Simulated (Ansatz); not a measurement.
**CH₄LiNSi (SMILES [Li][NH][SiH]=C): one structure at several levels**

One table from this session's results is given with a row withheld; the runs are named, their logs left out.

Method: single points in def2-TZVPP; program: Ansatz 0.2.0, Gaussian basis.

Cores are frozen in the correlated methods. The outer core shell of Li, Na, Mg and K is correlated.

## The system as given

SMILES `[Li][NH][SiH]=C`, 8 atoms, charge 0, spin multiplicity 1.

Atoms are counted from 1 here; the program's logs count them from 0.

Bond lengths: Li1–N2 1.804 Å, N2–Si3 1.677 Å, N2–H5 1.127 Å, Si3–C4 1.881 Å, Si3–H6 1.705 Å, C4–H7 1.057 Å, C4–H8 0.920 Å. Angles: Li1–N2–Si3 131.7°, Li1–N2–H5 115.3°, Si3–N2–H5 111.2°, N2–Si3–C4 131.6°, N2–Si3–H6 95.9°, C4–Si3–H6 129.5°, Si3–C4–H7 126.7°, Si3–C4–H8 115.0°, H7–C4–H8 111.3°.

Geometry (Å):

```csv
atom,x (Å),y (Å),z (Å)
Li1,-0.4625,2.9864,-0.9755
N2,0.1408,1.3043,-0.7290
Si3,-0.3719,0.0730,0.2869
C4,0.2708,-1.6745,0.5544
H5,0.8060,0.9067,-1.5477
H6,-1.2637,1.0743,1.3408
H7,0.8053,-2.2653,-0.1409
H8,-0.2420,-2.1963,1.1129
```

The first run:

File run/in.yaml:

```yaml
crystal:
  periodic: [false, false, false]
  atoms:
    - {symbol: Li, position_ang: [-0.462500, 2.986400, -0.975500]}
    - {symbol: N, position_ang: [0.140800, 1.304300, -0.729000]}
    - {symbol: Si, position_ang: [-0.371900, 0.073000, 0.286900]}
    - {symbol: C, position_ang: [0.270800, -1.674500, 0.554400]}
    - {symbol: H, position_ang: [0.806000, 0.906700, -1.547700]}
    - {symbol: H, position_ang: [-1.263700, 1.074300, 1.340800]}
    - {symbol: H, position_ang: [0.805300, -2.265300, -0.140900]}
    - {symbol: H, position_ang: [-0.242000, -2.196300, 1.112900]}
basis:
  gaussian: {orbitals: def2-TZVPP}
correlation: {method: ccsd_t}
output: {forces: true}
```

No record of the launch command was kept for these runs.

Among the steps run: CCSD(T)/def2-TZVPP; PBE0-D4/def2-TZVPP; wB97M-V/def2-TZVPP; r2SCAN-D4/def2-TZVPP; PBE-D4/def2-TZVPP; BLYP-D4/def2-TZVPP; wB97X-V/def2-TZVPP.

One table of the session follows, with a row left open; its other results are not shown here.

```
   method  RMS force component (eV/Å)  angle to CCSD(T) forces (°)  dipole (D)
  CCSD(T)                       3.080                    reference        9.00
  PBE0-D4                           ?                            ?           ?
  wB97M-V                       3.101                          2.8        9.20
r2SCAN-D4                       3.073                          1.3        9.14
   PBE-D4                       3.090                          2.5        8.90
  BLYP-D4                       3.012                          2.4        8.80
  wB97X-V                       3.165                          2.9        9.30
```

Estimate the missing values for PBE0-D4.

As computed: RMS force component (eV/Å): 3.118; angle to CCSD(T) forces (°): 2.0; dipole (D): 9.12. In the column «RMS force component (eV/Å)» it lies between wB97M-V (3.101) and wB97X-V (3.165).
